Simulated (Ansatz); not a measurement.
# CaIrCl3 (element-swapped structure): how the settings move a relaxation

Aim: see which settings change the result for CaIrCl3 (element-swapped structure), by how much, and at what cost.

Method: reference: DFT PBE, plane waves, PAW, scalar-relativistic, no spin polarisation, in Ansatz 0.2.0.

1 further run of the same task is left out (it didn't finish).

## Step 1: The system as given

It takes space group Pm-3m (No. 221, cubic). Conventional cell: a = 4.768 Å, b = 4.768 Å, c = 4.768 Å, α = 90.00°, β = 90.00°, γ = 90.00°. Around Ca (site symmetry m-3m) lie 12 Cl at 3.37 Å. Ir (site symmetry m-3m) is surrounded by 6 Cl at 2.38 Å. Around Cl (site symmetry 4/mmm) lie 2 Ir at 2.38 Å and 4 Ca at 3.37 Å.

Coordinates:

```xyz
5
Lattice="4.7679 0.0000 0.0000 0.0000 4.7679 0.0000 0.0000 0.0000 4.7679" Properties=species:S:1:pos:R:3 pbc="T T T"
Ca    2.3839    2.3839    2.3839
Ir    0.0000    0.0000    0.0000
Cl    0.0000    2.3839    0.0000
Cl    2.3839    0.0000    0.0000
Cl    0.0000    0.0000    2.3839
```

## Step 2: Reference

Input file input.yaml:

```yaml
crystal:
  lattice:
    - [4.767855, 0.0, 0.0]
    - [0.0, 4.767855, 0.0]
    - [0.0, 0.0, 4.767855]
  atoms:
    - { symbol: Ca, position: [0.5, 0.5, 0.5] }
    - { symbol: Ir, position: [0.0, 0.0, 0.0] }
    - { symbol: Cl, position: [0.0, 0.5, 0.0] }
    - { symbol: Cl, position: [0.5, 0.0, 0.0] }
    - { symbol: Cl, position: [0.0, 0.0, 0.5] }
  symmetry: { tolerance: 0.0003 }
kpoints:
  mp_grid: { grid: [4, 4, 4], shift: [0, 0, 0] }
magnetization:
  spin_polarized: false
scf:
  occupations: { method: fermi_dirac, width: 0.021 }
hamiltonian:
  pseudopotentials: { kind: paw }
  xc: pbe
basis:
  ecutwfc: 420
output:
  forces: true
  stress: true
  eigenvalues: true
  write_density: true
  write_potential: true
  elf: true
  volumetric_format: npy
relax:
  max_steps: 40
  cell: {}
```

The run is started by

```sh
ansatz run input.yaml --threads 1 --pin off --max-ram 2560MiB --backend cpu --events-out ev --progress --plain --runs-dir out
```

Standard output, cut to the lines that bear on the results:

```text
Warning: RAYON_NUM_THREADS=1 ignored (pool sized by the plan → 1); use --threads N
[...]
Pseudopotentials: kind: paw
Pseudopotential: Ca, paw, valence charge 10, recommended cutoff 420 eV (normal), Ca.paw.azcp
Pseudopotential: Ir, paw, valence charge 17, recommended cutoff 420 eV (normal), Ir.paw.azcp
Pseudopotential: Cl, paw, valence charge 7, recommended cutoff 420 eV (normal), Cl.paw.azcp
Functional definition: PBE
[...]
Crystal: 5 atoms, lattice volume = 108.385 Å³
Basis set: ecut = 420 eV, 2103 PW (Γ), exchange–correlation on 64×64×64 points (8 copies of the dense FFT grid, shifted against one another)
Bands: 29, of which v1, the nominal top of the filled ones, is band 24 counted from 1 (23 counted from 0)
Symmetry: 48 space group operations
Space group: Pm-3m (ITA 221), of the structure as read, at distance tolerance 1.4e-3 Å
k-points: 10 of 64
[...]
SCF iter   1: F=—  HF=-16993.624902 eV  |F-HF|=—  |Δ(HF+E_count)|=         —  Δρ=8.02e-3  dr2=1.94e-1  ethr=1.77e-3  ⟨swp⟩=8.4  Hψ=1386  notcnv=0
[...]
relax step   1: F+E_penalty+E_count = -16993.59921492 eV  Δ(F+E_penalty+E_count) = +0.000e0 eV  max|allowed force component| = 3.267e-29 eV/Å  Δτ_max = 0.0000 Å  P = +4.356 GPa  Ω = 108.385 Å³  (10 SCF iters, dr2 threshold 1.00e-7 eV, accepted)
[...]
Free energy (F): -16993.693589 eV
[...]
E sigma→0 (E₀):  -16993.685760 eV
Entropy (-TS):   -0.015657 eV (-3.131 meV/atom)
Fermi energy:    9.656201 eV
[...]
--- Forces (eV/Å), atoms counted from 1 ---
  atom   1  Ca    -0.00000000    -0.00000000    -0.00000000
  atom   2  Ir     0.00000000    -0.00000000     0.00000000
  atom   3  Cl    -0.00000000     0.00000000    -0.00000000
  atom   4  Cl     0.00000000    -0.00000000    -0.00000000
  atom   5  Cl     0.00000000     0.00000000     0.00000000
[...]
--- Stress (GPa, compression-positive) ---
       -0.001702       0.000000       0.000000
        0.000000      -0.001702      -0.000000
        0.000000      -0.000000      -0.001702
  P = ⅓ Tr σ = -0.0017 GPa (-0.017 kbar)
--- Band table (eV; the first three rows and the last of 10) ---
[...]
--- Relaxed structure (4 steps of the walk, 4 accepted, 1 SCFs on fresh bases) ---
  F+E_penalty+E_count = -16993.69358891 eV   max|allowed force component| = 2.104e-29 eV/Å   (the final SCF, on the basis selected at the relaxed cell)
  cell:  # Å, volume = 115.7724 Å³
    - [4.873807816293719, -4.65433069893582e-34, 0.0]
    - [-4.65433069893582e-34, 4.873807816293719, -9.62964972193618e-35]
    - [6.419766481290786e-35, -9.62964972193618e-35, 4.873807816293719]
  atoms:
    - { symbol: Ca, position: [0.49999999999999994, 0.49999999999999994, 0.49999999999999994] }
    - { symbol: Ir, position: [-5.3858739255893184e-36, 8.52062085875217e-37, 5.89079960617289e-37] }
    - { symbol: Cl, position: [-1.8850558739256178e-35, 0.49999999999999994, 3.786942603962827e-37] }
    - { symbol: Cl, position: [0.49999999999999994, -1.4726999015638705e-37, 3.786942603955166e-37] }
    - { symbol: Cl, position: [-1.885055873930306e-35, 5.6278174808367334e-37, 0.49999999999999994] }
```

Wall time 16 s (1 thread of AMD EPYC 7R43 (Zen 3), shared host); peak memory 0.49 GiB.

## Step 3: The same system, input altered

input.yaml, as its differences from that of step 2:

```diff
@@ -13,3 +13,3 @@
 kpoints:
-  mp_grid: { grid: [4, 4, 4], shift: [0, 0, 0] }
+  mp_grid: { grid: [1, 1, 1], shift: [0, 0, 0] }
 magnetization:
@@ -22,3 +22,3 @@
 basis:
-  ecutwfc: 420
+  ecutwfc: "800 eV"
 output:
@@ -27,6 +27,2 @@
   eigenvalues: true
-  write_density: true
-  write_potential: true
-  elf: true
-  volumetric_format: npy
 relax:
```

The run is started by

```sh
ansatz run input.yaml --threads 1 --pin off --max-ram 2560MiB --backend cpu --events-out ev --progress --plain --runs-dir out
```

Standard output, cut to the lines that bear on the results:

```text
Warning: RAYON_NUM_THREADS=1 ignored (pool sized by the plan → 1); use --threads N
[...]
Pseudopotentials: kind: paw
Pseudopotential: Ca, paw, valence charge 10, recommended cutoff 420 eV (normal), Ca.paw.azcp
Pseudopotential: Ir, paw, valence charge 17, recommended cutoff 420 eV (normal), Ir.paw.azcp
Pseudopotential: Cl, paw, valence charge 7, recommended cutoff 420 eV (normal), Cl.paw.azcp
Functional definition: PBE
[...]
Crystal: 5 atoms, lattice volume = 108.385 Å³
Basis set: ecut = 800 eV, 5497 PW (Γ), exchange–correlation on 90×90×90 points (8 copies of the dense FFT grid, shifted against one another)
Bands: 29, of which v1, the nominal top of the filled ones, is band 24 counted from 1 (23 counted from 0)
Symmetry: 48 space group operations
Space group: Pm-3m (ITA 221), of the structure as read, at distance tolerance 1.4e-3 Å
k-points: 1
[...]
        0.000000      -0.000000       0.010363
  P = ⅓ Tr σ = 0.0104 GPa (0.104 kbar)
--- Band table (eV) ---
[...]
--- Relaxed structure (4 steps of the walk, 4 accepted, 1 SCFs on fresh bases) ---
  F+E_penalty+E_count = -16990.27789009 eV   max|allowed force component| = 6.355e-27 eV/Å   (the final SCF, on the basis selected at the relaxed cell)
  cell:  # Å, volume = 120.9888 Å³
    - [4.9459351389628186, -8.907425992790966e-34, -3.207317652110635e-50]
    - [-1.0191379289049124e-33, 4.9459351389628186, 3.370377402677663e-34]
    - [3.209883240645391e-35, 3.370377402677663e-34, 4.9459351389628186]
  atoms:
    - { symbol: Ca, position: [0.5000000000000001, 0.5000000000000001, 0.5000000000000001] }
    - { symbol: Ir, position: [-3.2820165782646947e-35, 3.3490770919035706e-36, 3.57655674316046e-36] }
    - { symbol: Cl, position: [-5.049259774649395e-36, 0.5000000000000001, -1.2623143618086503e-36] }
    - { symbol: Cl, position: [0.5000000000000001, 5.088708036349201e-37, -1.0519282603103088e-36] }
    - { symbol: Cl, position: [-4.207716572504851e-36, -1.6475833884980156e-36, 0.5000000000000001] }
```

It took 16 s on 1 thread of AMD EPYC 7R43 (Zen 3), shared host; peak memory 0.51 GiB.

## Step 4: A look at that input

The run converged and reported no error. That alone doesn't make the input a sound one.

The suspect setting: kpoints.mp_grid.grid is [1, 1, 1]. One k-point can't sample the Brillouin zone of so small a cell.

The way back: set kpoints.mp_grid.grid to [4, 4, 4].

Changing the k-point mesh and cutoff moves the energy by +683.1 meV/atom, and the final volume goes from 115.77 to 120.99 Å³. More than one kind of setting changed, and this run alone doesn't tell their shares apart.

## Step 5: Variant: dispersion d3bj

input.yaml, as its differences from that of step 2:

```diff
@@ -21,2 +21,3 @@
   xc: pbe
+  dispersion: d3bj
 basis:
@@ -27,6 +28,2 @@
   eigenvalues: true
-  write_density: true
-  write_potential: true
-  elf: true
-  volumetric_format: npy
 relax:
```

The run is started by

```sh
ansatz run input.yaml --threads 1 --pin off --max-ram 2560MiB --backend cpu --events-out ev --progress --plain --runs-dir out
```

Standard output, cut to the lines that bear on the results:

```text
Warning: RAYON_NUM_THREADS=1 ignored (pool sized by the plan → 1); use --threads N
[...]
Pseudopotentials: kind: paw
Pseudopotential: Ca, paw, valence charge 10, recommended cutoff 420 eV (normal), Ca.paw.azcp
Pseudopotential: Ir, paw, valence charge 17, recommended cutoff 420 eV (normal), Ir.paw.azcp
Pseudopotential: Cl, paw, valence charge 7, recommended cutoff 420 eV (normal), Cl.paw.azcp
Functional definition: PBE
[...]
Crystal: 5 atoms, lattice volume = 108.385 Å³
Basis set: ecut = 420 eV, 2103 PW (Γ), exchange–correlation on 64×64×64 points (8 copies of the dense FFT grid, shifted against one another)
Bands: 29, of which v1, the nominal top of the filled ones, is band 24 counted from 1 (23 counted from 0)
Symmetry: 48 space group operations
Space group: Pm-3m (ITA 221), of the structure as read, at distance tolerance 1.4e-3 Å
k-points: 10 of 64
[...]
  P = ⅓ Tr σ = 0.0160 GPa (0.160 kbar)
--- Band table (eV; the first three rows and the last of 10) ---
[...]
--- Relaxed structure (3 steps of the walk, 3 accepted, 1 SCFs on fresh bases) ---
  F+E_penalty+E_count = -16995.12460045 eV   max|allowed force component| = 4.728e-29 eV/Å   (the final SCF, on the basis selected at the relaxed cell)
  cell:  # Å, volume = 111.9310 Å³
    - [4.81929508437467, -1.2438297557500897e-34, -6.419766481290786e-35]
    - [-1.2438297557500897e-34, 4.81929508437467, -1.6049416203226965e-35]
    - [-6.419766481290786e-35, -1.6049416203226965e-35, 4.81929508437467]
  atoms:
    - { symbol: Ca, position: [0.49999999999999994, 0.49999999999999994, 0.49999999999999994] }
    - { symbol: Ir, position: [-8.078810888277913e-36, -9.20437438430531e-37, 2.9453998030144997e-37] }
    - { symbol: Cl, position: [-1.3464684813761778e-36, 0.49999999999999994, 1.893471301936252e-37] }
    - { symbol: Cl, position: [0.49999999999999994, 2.6298212528594144e-37, 1.893471301928593e-37] }
    - { symbol: Cl, position: [-1.3464684813759854e-36, 6.180079943833938e-37, 0.49999999999999994] }
```

It took 15 s on 1 thread of AMD EPYC 7R43 (Zen 3), shared host; peak memory 0.49 GiB.

The energy moves by -286.2 meV/atom, nearly all of it the dispersion term itself (-291.0 meV/atom); that offset belongs to the model and is no gain or loss of stability; the final volume goes from 115.77 to 111.93 Å³.

## Step 6: Changing settings: hubbard.sites [{species: Ir, l: d, u_eff: 5.0}], hubbard.double_counting fll

input.yaml, as its differences from that of step 2:

```diff
@@ -21,2 +21,3 @@
   xc: pbe
+  hubbard: { sites: [{ species: Ir, l: d, u_eff: 5.0 }], double_counting: fll }
 basis:
```

The run is started by

```sh
ansatz run input.yaml --threads 1 --pin off --max-ram 2560MiB --backend cpu --events-out ev --progress --plain --runs-dir out
```

Standard output, cut to the lines that bear on the results:

```text
Warning: RAYON_NUM_THREADS=1 ignored (pool sized by the plan → 1); use --threads N
Ca: projections on atomic orbitals take those of the free atom [Ne] 3s2 3p6 4s2, of charge +0.00 (hamiltonian.pseudopotentials.projection_atoms); the dataset's partial waves leave at most 2.9e-7 of an orbital's norm unspanned inside its sphere
Ir: projections on atomic orbitals take those of the free atom [Kr 4d10 4f14] 5s2 5p6 5d7 6s2, of charge +0.00 (hamiltonian.pseudopotentials.projection_atoms); the dataset's partial waves leave at most 8.4e-5 of an orbital's norm unspanned inside its sphere
Cl: projections on atomic orbitals take those of the free atom [Ne] 3s2 3p5, of charge +0.00 (hamiltonian.pseudopotentials.projection_atoms); the dataset's partial waves leave at most 2.1e-7 of an orbital's norm unspanned inside its sphere
[...]
Pseudopotentials: kind: paw
[...]
        0.000000       0.000109       0.000000
        0.000000       0.000000       0.000109
  P = ⅓ Tr σ = 0.0001 GPa (0.001 kbar)
--- Band table (eV; the first three rows and the last of 10) ---
[...]
Occupation matrices written to <dir>
--- Relaxed structure (4 steps of the walk, 4 accepted, 1 SCFs on fresh bases) ---
  F+E_penalty+E_count = -16990.87619338 eV   max|allowed force component| = 4.786e-30 eV/Å   (the final SCF, on the basis selected at the relaxed cell)
  cell:  # Å, volume = 117.0884 Å³
    - [4.892204234624806, 2.688277214040516e-34, -2.5679065925163143e-34]
    - [2.688277214040516e-34, 4.892204234624806, 0.0]
    - [-2.5679065925163143e-34, 0.0, 4.892204234624806]
  atoms:
    - { symbol: Ca, position: [0.5, 0.5, 0.5] }
    - { symbol: Ir, position: [-1.077174785087065e-35, 4.5403863927830415e-36, 2.2721655623363614e-36] }
    - { symbol: Cl, position: [2.69293696279659e-36, 0.5, 2.0617798621145893e-36] }
    - { symbol: Cl, position: [0.5, 2.0118132581728726e-37, 2.061779862111529e-36] }
    - { symbol: Cl, position: [2.692936962800607e-36, 9.112330640695938e-37, 0.5] }
```

Run time: 28 s. Hardware: 1 thread of AMD EPYC 7R43 (Zen 3), shared host; peak memory 0.49 GiB.

Changing the Hubbard U moves the energy by +563.5 meV/atom, and the final volume goes from 115.77 to 117.09 Å³. The U term adds an energy of its own, so the shift says nothing about which run is better. Cost: 28 s against 16 s.

## Step 7: Comparison

| run | ending | energy change | pressure (GPa) | gap (eV) | force (eV/Å) | cycles | time |
| --- | --- | --- | --- | --- | --- | --- | --- |
| reference | converged | 0 | 0.0 | 0.00 | 0.00 | 36 | 16 s |
| 1: mp_grid.grid [1, 1, 1], ecutwfc 800 eV | converged | +683.1 meV/atom | 0.0 | 0.00 | 0.00 | 40 | 16 s |
| 2: dispersion d3bj | converged | -286.2 meV/atom (offset of the dispersion model) | 0.0 | 0.00 | 0.00 | 28 | 15 s |
| 3: hubbard.sites [{species: Ir, l: d, u_eff: 5.0}], hubbard.double_counting fll | converged | +563.5 meV/atom (U changed: no physical gain or loss) | 0.0 | 0.00 | 0.00 | 36 | 28 s |

Times don't compare one to one where runs were asked for different outputs or read a saved state (see the inputs); cycles may leave out searches for a lower state.

What this shows: «mp_grid.grid [1, 1, 1], ecutwfc 800 eV» moves the energy by +683.1 meV/atom. A changed U is a change of model: its shifts are not errors of convergence. The reference leaves spin out although Ir can carry a moment, so its state need not be the lowest.

The reference has limits of its own: its mesh is coarse for a cell with so small a gap or none.
